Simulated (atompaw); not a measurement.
**Pseudopotential generation for S: PAW (atompaw), PBE**

Task: generate the file, and judge it by its logarithmic derivatives, its ghosts and its cutoff.

The numbers are computed with atompaw 4.2.0.5 (PBE, scalar-relativistic, spin-unpolarised reference atom).

## 1. The design

Typed settings, in words:

- element: sulfur (S, Z = 16)
- type: PAW
- frozen core: [Ne]
- valence charge: 6
- reference configuration: 3s2 3p2 (charge +2)
- partial waves: 3s (bound): rc 1.45 bohr; 3s channel at 1.15 Ry: rc 1.55 bohr; 3p (bound): rc 1.55 bohr; 3p channel at -1.35 Ry: rc 1.55 bohr; 3d channel at -0.1 Ry: rc 1.35 bohr; 3d channel at 2.35 Ry: rc 1.55 bohr
- local potential: vpsmatchnc scheme with l = 3 at 0 Ry, radius 1.30 bohr
- core correction: smooth core density matched at 1.50 bohr
- augmentation charge: sinc compensation charge, radius 1.45 bohr; PAW radius 1.55 bohr; waves and projectors: custom rrkj gramschmidtortho

An earlier all-electron run gives the scale for the radii.

All-electron outer shells of the reference configuration (PBE, scalar-relativistic, ld1.x):

| shell | level (eV) | outermost node (bohr) | outermost maximum (bohr) |
| --- | --- | --- | --- |
| 3s | -39.40 | 0.60 | 1.37 |
| 3p | -27.98 | 0.57 | 1.50 |
| 3d | -13.07 | – | 1.87 |
| 4f | -3.90 | – | 5.99 |

## 2. Generating the potential

Contents of S.input:

```
S 16
GGA-PBE scalarrelativistic loggrid 1500 logderivrange -5 5 251
3 3 0 0 0 0
3 1 2
0 0 0
c
c
v
c
v
2
1.55 1.45 1.30 1.50
y
1.15
n
y
-1.35
n
y
-0.1
y
2.35
n
custom rrkj gramschmidtortho sinc
3 0 vpsmatchnc
1.45
1.55
1.55
1.55
1.35
1.55
PWSCFOUT
UPFDX 0.0125d0 UPFXMIN -7.d0 UPFZMESH 16.d0
END
```

The run is started by

```bash
atompaw < S.input > S.log
```

**Question.** What will these runs give? Wanted: cutoffs for 10 and 1 mRy, occupied levels; bound ghosts; largest phase difference near zero energy, channels read; lowest eigenvalue of the overlap; share of valence orbitals outside the PAW sphere; UPF file.

The runs gave:

```
                                                quantity                                                                     value
               cutoffs for 10 and 1 mRy, occupied levels                                                           18 Ry and 35 Ry
                                            bound ghosts  none below the valence levels; a pole at negative energy in s is suspect
largest phase difference near zero energy, channels read                                                                 3.142 rad
         lowest eigenvalue of the overlap (Bessel basis)                                                                 0.135 (s)
        share of valence orbitals outside the PAW sphere                                                          3s 47 %, 3p 58 %
                                                UPF file                                                               not written
```

In words: It counts as soft on the atom at that tolerance, with 18 Ry needed at the looser tolerance. The slowest occupied level is 3p: taken alone it needs 25 Ry to come within 1 mRy, against 18 Ry for 3s. The ghost test, which looks below the valence levels, finds nothing, but the pseudo curve has an extra pole at negative energy (s at -0.22 Ry): a spurious bound state among the atom's levels is likely, and the file can't be cleared. Near zero energy the largest phase difference among the channels read is 3.14 rad, in the s channel. A step near π is an extra or missing state, not a misfit of shape. The pseudo curves have a pole with no partner nearby in the atom's: s at -0.22 Ry. The pseudo core plus compensation charge is negative at some radii, so no UPF file was written.
